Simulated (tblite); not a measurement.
# C4H11BGe2: the cost of one run

Computed with tblite 0.8.0 and PySCF 2.14.0, with density-fitted response routines of our own, on a single molecule in the gas phase. Atoms are numbered from 0 throughout.

### 1 The molecule as given

18 atoms, charge 0, multiplicity 1; geometry from: force field or distance geometry start.

Bonds of the start (Å): C0–C1 1.20, C1–B2 1.56, B2–C3 1.57, C3–Ge4 1.93, C3–C5 1.52, C5–Ge6 1.95, C0–H7 1.07, B2–H8 1.19, C3–H9 1.14, Ge4–H10 1.55, Ge4–H11 1.57, Ge4–H12 1.53, C5–H13 1.11, C5–H14 1.11, Ge6–H15 1.56, Ge6–H16 1.55, Ge6–H17 1.56.

### 2 Relaxing the molecule with GFN2-xTB

What the job is given:

```
{"job": {"kind": "relax", "xc": "GFN2-xTB", "basis": "xTB"}, "charge": 0, "multiplicity": 1}
C      0.294800     3.527100    -0.394200
C     -0.082400     2.425400    -0.114700
B     -0.542700     0.987500     0.269600
C      0.377100    -0.268300     0.081500
Ge     2.179800     0.142600    -0.455500
C     -0.280000    -1.260000    -0.858800
Ge    -1.994100    -1.801500    -0.114500
H      0.617900     4.514200    -0.644700
H     -1.718800     0.805100     0.271000
H      0.469500    -0.821100     1.076500
H      3.095800     0.361900     0.780600
H      2.731300    -1.155900    -1.151800
H      2.265600     1.358400    -1.387600
H      0.373900    -2.145900    -1.021000
H     -0.480300    -0.773500    -1.838900
H     -2.149500    -3.339000    -0.344800
H     -3.139500    -1.061500    -0.846900
H     -2.027000    -1.489100     1.418000
```

The run is started by

```
> OMP_NUM_THREADS=1 python probes_run.py task.json out
```

The driver reads the jobs from task.json and runs them one after another.

**Question.** How long does this first job take on 1 thread of Arm Neoverse V1, shared host, and how much memory does it need?

About 1.5 s, with a peak of 0.18 GiB.
